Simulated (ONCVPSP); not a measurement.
**Pseudopotential generation for Sb: ONCV, LDA (Perdew-Wang 92)**

Task: generate the file, and judge it by its errors in other configurations, its logarithmic derivatives, its ghosts and its cutoff.

Program: ONCVPSP 4.0.1.1 (patched build). Reference atom: LDA (Perdew-Wang 92), scalar-relativistic, spherical and spin-unpolarised. All values are calculated.

### 1 Settings

Typed settings, in words:

- element: antimony (Sb, Z = 51)
- type: optimised norm-conserving Vanderbilt (ONCV)
- frozen core: [Ar] 3d10
- valence charge: 23
- reference configuration: 4s2 4p6 4d10 5s2 5p3
- partial waves: 4s+5s: rc 1.30 bohr, ncon 4, nbas 8, qcut 9.8 1/bohr, 2 projectors; 4p+5p: rc 1.40 bohr, ncon 4, nbas 7, qcut 12.6 1/bohr, 2 projectors; 4d: rc 1.15 bohr, ncon 4, nbas 9, qcut 12.7 1/bohr, 2 projectors, debl 0.8 Ha
- local potential: polynomial inside 0.90 bohr (lpopt 4, dvloc0 0 Ha)
- core correction: Teter function, fcfact 3, rcfact 1.15

The outer shells as boxes (Hund's rule for the drawing; the calculation is spin-unpolarised):

```
[Ar] core
3d [↑↓][↑↓][↑↓][↑↓][↑↓]
4s [↑↓]
4p [↑↓][↑↓][↑↓]
4d [↑↓][↑↓][↑↓][↑↓][↑↓]
5s [↑↓]
5p [↑ ][↑ ][↑ ]
```

An earlier all-electron run gives the scale for the radii.

All-electron outer shells of the reference configuration (LDA (PZ), scalar-relativistic, ld1.x):

| shell | level (eV) | outermost node (bohr) | outermost maximum (bohr) |
| --- | --- | --- | --- |
| 3p | -749.96 | 0.13 | 0.30 |
| 3d | -516.13 | – | 0.24 |
| 4s | -148.49 | 0.39 | 0.73 |
| 4p | -101.60 | 0.39 | 0.76 |
| 4d | -33.55 | 0.38 | 0.84 |
| 5s | -13.09 | 0.95 | 1.88 |
| 5p | -5.00 | 1.04 | 2.32 |

### 2 The generation run

File Sb.dat:

```
# ATOM AND REFERENCE CONFIGURATION
# atsym  z   nc   nv     iexc    psfile
  Sb 51.00    6    5  -001012      upf
#
#   n    l    f
    1    0    2.00
    2    0    2.00
    2    1    6.00
    3    0    2.00
    3    1    6.00
    3    2   10.00
    4    0    2.00
    4    1    6.00
    4    2   10.00
    5    0    2.00
    5    1    3.00
#
# PSEUDOPOTENTIAL AND OPTIMIZATION
# lmax
    2
#
#   l,   rc,      ep,       ncon, nbas, qcut
    0    1.30    0.00    4    8    9.80
    1    1.40    0.00    4    7   12.60
    2    1.15    0.00    4    9   12.70
#
# LOCAL POTENTIAL
# lloc, lpopt,  rc(5),   dvloc0
    4    4    0.90    0.00
#
# VANDERBILT-KLEINMAN-BYLANDER PROJECTORs
# l, nproj, debl
    0    2    0.90
    1    2    2.60
    2    2    0.80
#
# MODEL CORE CHARGE
# icmod, fcfact, rcfact
    3    3.00    1.15
#
# LOG DERIVATIVE ANALYSIS
# epsh1, epsh2, depsh
   -7.00    5.00    0.04
#
# OUTPUT GRID
# rlmax, drl
    6.00    0.01
#
# TEST CONFIGURATIONS
# ncnf
    4
# nvcnf
#   n    l    f
    5
    4    0    2.00
    4    1    6.00
    4    2   10.00
    5    0    2.00
    5    1    2.00
#
    5
    4    0    2.00
    4    1    6.00
    4    2   10.00
    5    0    2.00
    5    1    1.00
#
    5
    4    0    2.00
    4    1    6.00
    4    2   10.00
    5    0    2.00
    5    1    0.00
#
    5
    4    0    2.00
    4    1    6.00
    4    2   10.00
    5    0    0.00
    5    1    5.00
#
```

On the command line:

```bash
$ oncvpsp.x < Sb.dat > Sb.out
```

What does the calculation give? Wanted: cutoffs for 1 and 0.1 mHa per electron, occupied waves; bound ghosts; GHOST(+) flags; largest test error; largest phase difference near zero energy, channels read; rms error of d²Exc/dn², without and with the model core; projector energies reset by the program.

As calculated:

| quantity | value |
| --- | --- |
| cutoffs for 1 and 0.1 mHa per electron, occupied waves | 51 Ha and 61 Ha |
| bound ghosts | none found |
| GHOST(+) flags | s at 378 eV |
| largest test error (AE − PS) | -11 meV, for 4s2 4p6 4d10 5s2 5p0 |
| largest phase difference near zero energy, channels read | 0.000 rad |
| rms error of d²Exc/dn², without and with the model core | 3.00 and 1.44 mHa |
| projector energies reset by the program | d: -1.233, 0.250 Ha |

By total energies transferability is good: the largest error is 11 meV on 49.5 eV, for 4s2 4p6 4d10 5s2 5p0. By its cutoff, 51 Ha for the looser tolerance, it is hard. At the looser tolerance the 4d wave is the slowest; 4p needs 43 Ha. It is free of bound ghosts as far as tested. Near zero energy the phases of the channels with partial waves agree within 0.001 rad. The program also flags highly localised states, GHOST(+) (s).
